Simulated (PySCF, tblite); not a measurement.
**C5H4ClFS: geometry, infrared bands and NMR shifts**

Aim: predict the infrared bands and NMR shifts of C5H4ClFS (`FCc1ccsc1Cl`).

Programs: tblite 0.8.0 and PySCF 2.14.0, with density-fitted response routines of our own. Each step states its level of theory. These are calculated values for one molecule in the gas phase, unless marked as measured. Atoms count from 0, in the outputs and in this text.

### 1 Starting geometry

12 atoms, charge 0, multiplicity 1; geometry from: force field or distance geometry start.

Bonds of the start (Å): F0–C1 1.38, C1–C2 1.53, C2–C3 1.33, C3–C4 1.35, C4–S5 1.88, S5–C6 1.81, C6–Cl7 1.74, C6–C2 1.37, C1–H8 1.10, C1–H9 1.11, C3–H10 1.13, C4–H11 1.08.

### 2 Optimising the geometry with GFN2-xTB

The job: settings as JSON, then the geometry in Å.

```
{"job": {"kind": "relax", "xc": "GFN2-xTB", "basis": "xTB"}, "charge": 0, "multiplicity": 1}
F     -1.789100    -0.859600    -1.378200
C     -1.536800    -0.680900    -0.032600
C     -0.175800     0.022700     0.014100
C      0.961700    -0.627600     0.236300
C      2.126300     0.059100     0.248200
S      1.624500     1.830100    -0.125100
C     -0.121600     1.371300    -0.223800
Cl    -1.365000     2.537600    -0.548400
H     -2.296900     0.005200     0.382100
H     -1.522800    -1.618600     0.553500
H      0.969700    -1.736000     0.438800
H      3.126800    -0.304100     0.409000
```

Run with:

```
$ OMP_NUM_THREADS=1 python probes_run.py task.json out
```

The driver reads the jobs from task.json and runs them one after another.

**Question.** This job is followed by: GFN2-xTB harmonic vibrations, gas phase; GIAO PBE0/pcSseg-1 NMR shielding, non-relativistic, gas phase. Predict these results of the whole session: strongest single infrared mode (GFN2-xTB); zero-point energy (GFN2-xTB); 13C shifts against TMS (PBE0/pcSseg-1); 1H shifts against TMS (PBE0/pcSseg-1, means over atoms taken as alike); 19F shifts against CFCl3 (PBE0/pcSseg-1); 33S shifts against CS2 (PBE0/pcSseg-1); 35Cl shifts against HCl (PBE0/pcSseg-1).

The runs gave:

| quantity | value |
| --- | --- |
| strongest single infrared mode (GFN2-xTB) | 1046 cm⁻¹, 73 km/mol |
| zero-point energy (GFN2-xTB) | 47.2 kcal/mol |
| 13C shifts against TMS (PBE0/pcSseg-1) | 141.6, 141.4, 131.9, 130.9, 82.0 ppm |
| 1H shifts against TMS (PBE0/pcSseg-1, means over atoms taken as alike) | 7.34, 7.04, 5.83 ppm |
| 19F shifts against CFCl3 (PBE0/pcSseg-1) | -249.5 ppm |
| 33S shifts against CS2 (PBE0/pcSseg-1) | 248 ppm |
| 35Cl shifts against HCl (PBE0/pcSseg-1) | 183 ppm |

**Reading.** Over 98 steps the energy fell by 0.792 eV; of the close pairs, C4–S5 changed most, 1.878 to 1.721 Å. All 30 modes are real, so the xTB geometry is a minimum. The strongest single mode, at 1046 cm⁻¹, moves mainly C1 and F0. Unscaled tight-binding wavenumbers are off by several per cent, some by more. Its intensities can rank the bands wrongly. At PBE0/pcSseg-1: The largest span, 443 ppm, is at Cl7, where the paramagnetic term is -379 ppm. NICS(1)zz of -23 ppm above the planar ring from C2 marks a diatropic (aromatic) ring current.
